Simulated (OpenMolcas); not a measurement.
**Ti³⁺ with 2 ligands (sulfide): CASSCF and CASPT2 levels and susceptibility**

Aim: the ligand-field states of Ti³⁺ in this surrounding, its lowest levels with spin-orbit coupling and its magnetic susceptibility.

Method: state-averaged CASSCF and CASPT2, spin-orbit coupling by RASSI with atomic mean-field integrals. Code: OpenMolcas 26.06.

## Step 1: The atom as given

```
Species                           : Ti³⁺ (titanium, Z = 22, 19 electrons)
Basis                             : ANO-RCC-VDZP [5s4p2d1f], 70 functions with the ligands
Scalar Hamiltonian                : DKH2, point nucleus
Inactive shells                   : 1s 2s 2p 3s 3p of the metal, and all ligand shells
Active space                      : 1 electron in 5 orbitals (3d)
Some configurations of this space : 3d
Orbitals                          : optimised for each spin and parity, averaged over all roots
```

Outer shells as boxes (Hund's rule):

3d
```
3d [↑ ][  ][  ][  ][  ]
```

Ti³⁺ is taken with 2 ligands (sulfide) in linear coordination (D∞h) at 2.34 Å. A charge of +0.5 e stands 2.4 Å behind each ligand. Ligand basis ANO-RCC-VDZP. The distances are assumed, not relaxed.

```xyz
3

Ti    0.0000    0.0000    0.0000
S     0.0000    0.0000    2.3400
S     0.0000    0.0000   -2.3400
```

The work runs as a chain of OpenMolcas steps in one folder; each step below is one input file. Labels, J, g values, rates, χT and fits are worked out afterwards by a script from the matrices that RASSI stores. The input lists half of the charges; inversion (Group=XYZ) makes the rest.

## Step 2: GATEWAY and SEWARD: basis and integrals

a.inp reads:

```
&GATEWAY
Coord
3

Ti 0.0 0.0 0.0
S 0.000000 0.000000 2.340000
S 0.000000 0.000000 -2.340000
Basis=Ti.ANO-RCC-VDZP,S.ANO-RCC-VDZP
Group=XYZ
NoMove
AngMom=0.0 0.0 0.0
AMFI
RICD
XField
1 Angstrom 0
0.000000 0.000000 4.740000 0.500000
&SEWARD
```

On the command line:

```
$ OMP_NUM_THREADS=1 MOLCAS_MEM=2457 MOLCAS_PROJECT=a pymolcas a.inp > a.log
```

## Step 3: CASSCF: doublets of even parity, 5 roots

a.inp reads:

```
&RASSCF
FileOrb=start.orb
Symmetry=1
Spin=2
nActEl=1 0 0
Inactive=12 15
Ras2=5 0
CIRoot=5 5 1
SDav=5
CIMx=300
Iter=150 100
PrWF=0.3
OrbListing=Nothing
MaxOrb=0
LevShft=1.0
>>> COPY $Project.JobIph JOB001
```

start.orb holds start orbitals that the driver prepared beforehand, or those of the step before.

## Step 4: State interaction with spin-orbit coupling

a.inp reads:

```
&RASSI
NrOfJobIphs=1 5
1 2 3 4 5
IphNames
JOB001
EJob
SpinOrbit
DIPRint=1.0
SOCoupling=1000.0
Subsets=2
Property=9
'ANGMOM' 1 'ANGMOM' 2 'ANGMOM' 3 'MLTPL  1' 1 'MLTPL  1' 2 'MLTPL  1' 3
'AMFI' 1 'AMFI' 2 'AMFI' 3
SOProperty=3
'ANGMOM' 1 'ANGMOM' 2 'ANGMOM' 3
```

## Step 5: CASPT2: IPEA 0.25, imaginary shift 0.1 (closed shells correlated: 3s 3p of the metal, with ligand shells; the Frozen line counts the rest)

a.inp reads:

```
>>> COPY JOB001 $Project.JobIph
&CASPT2
Multistate=5 1 2 3 4 5
NoMult
Frozen=7 8
IPEA=0.25
Imaginary=0.1
MaxIter=60
WThr=0.0 0.3 0.05
PrWF=0.5
NoMix
```

## Step 6: CASPT2: IPEA 0.25, sigma2 regulariser 0.3 (closed shells correlated: 3s 3p of the metal, with ligand shells; the Frozen line counts the rest)

Changes to a.inp since step 5:

```diff
@@ -6,3 +6,3 @@
 IPEA=0.25
-Imaginary=0.1
+Sig2=0.3
 MaxIter=60
```

(Steps that only read results are left out.)

**Question.** What will these runs give? Wanted: spin-free ground state; first state of the same spin within the active space; lowest level; next level.

The runs gave:

| quantity | value |
| --- | --- |
| method | SS-CASPT2, IPEA 0.25, imaginary shift 0.1 (closed shells correlated: 3s 3p of the metal, with ligand shells; the Frozen line counts the rest) |
| spin-free ground state | 2Delta, 2-fold in its orbital part |
| first state of the same spin within the active space | 2Sigma at 7090 cm⁻¹ |
| lowest level | 2-fold, g = 0.00, 0.00, 2.00 |
| next level | 260.9 cm⁻¹ |
| χT at 300 K | 0.57 cm³ K/mol |
| effective moment at 300 K | 2.14 μB |

Cost by method:

```
                                                 method  time of its own steps  time with the reference
                                              A. CASSCF                  2.9 s                    2.9 s
   B. SS-CASPT2, IPEA 0.25, imaginary shift 0.1, +3s 3p                  1.2 s                    4.1 s
C. SS-CASPT2, IPEA 0.25, sigma2 regulariser 0.3, +3s 3p                  1.2 s                    4.1 s
```

Times are of one thread on a shared host.

In words: The spin-free ground state (2Delta) is 2-fold and keeps the highest spin of the shell. χT at 300 K is 0.57, against 0.38 cm³ K/mol for the spin alone, so orbital moment adds to it. The bonds are covalent and no ligand orbital is active, so the numbers are rough. Bare point charges leave oxide and sulfide ligands too diffuse, so the field comes out too small.
